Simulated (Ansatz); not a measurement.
# YTl: a single-point run

Aim: a sound single-point run of YTl. The structure is shown as the input types it.

Computed with Ansatz 0.2.0 (DFT, PBEsol, all-electron LAPW, scalar-relativistic; levels and slopes on a fine mesh, independent-particle optical spectra, unless a step's input says otherwise).

### 1 The starting structure

The structure is cubic, space group Pm-3m (No. 221). The conventional cell has a = 3.738 Å, b = 3.738 Å, c = 3.738 Å, α = 90.00°, β = 90.00°, γ = 90.00°. Y (site symmetry m-3m) is surrounded by 8 Tl at 3.24 Å. Tl (site symmetry m-3m) is surrounded by 8 Y at 3.24 Å.

Coordinates:

```
CELL_PARAMETERS angstrom
3.73813 0.00000 0.00000
0.00000 3.73813 0.00000
0.00000 0.00000 3.73813
ATOMIC_POSITIONS crystal
Y 0.50000 0.50000 0.50000
Tl 0.00000 0.00000 0.00000
```

### 2 The run

input.yaml

```yaml
crystal:
  lattice:
    - [3.73813454967, 0.0, 0.0]
    - [0.0, 3.73813454967, 0.0]
    - [0.0, 0.0, 3.73813454967]
  atoms:
    - { symbol: "Y", position: [0.5, 0.5, 0.5] }
    - { symbol: Tl, position: [0.0, 0.0, 0.0] }
kpoints:
  mp_grid: { grid: [10, 10, 10] }
scf:
  occupations: { method: fermi_dirac, width: 0.05 }
  max_iter: 2
hamiltonian:
  xc: pbesol
  pseudopotentials: { kind: all_electron, lapw: { basis_error: 0.001 } }
output:
  forces: true
  stress: true
  eigenvalues: true
  eigenstates:
    nscf_kmesh: { grid: [16, 16, 16] }
    de_dk: true
    e_range: [-14, 14]
  optics:
    e_range: [0, 20]
    de: 0.2
    sigma: 0.2
    bands: { spectra_wanted_up_to: 20 }
    nscf_kmesh: { grid: [16, 16, 16] }
    drude_damping: 0.2
checkpoint:
  write: ck
  write_wavefunctions: false
```

Run with:

```console
$ ansatz run input.yaml --threads 1 --pin off --max-ram 3072MiB --backend cpu --events-out ev --progress --plain --runs-dir out
```

Q: Will this input give a usable result? If not, why, and what should change?

No self-consistency after 2 cycles. The density residual dr2 stood at 0.0813 eV (threshold 1.0e-11). Its last energy is not a result.

The suspect setting: scf.max_iter is 2. The cap on SCF cycles is too low for this system: the loop was cut off before the input and output densities agreed.

The cure: delete scf.max_iter (the default then holds).
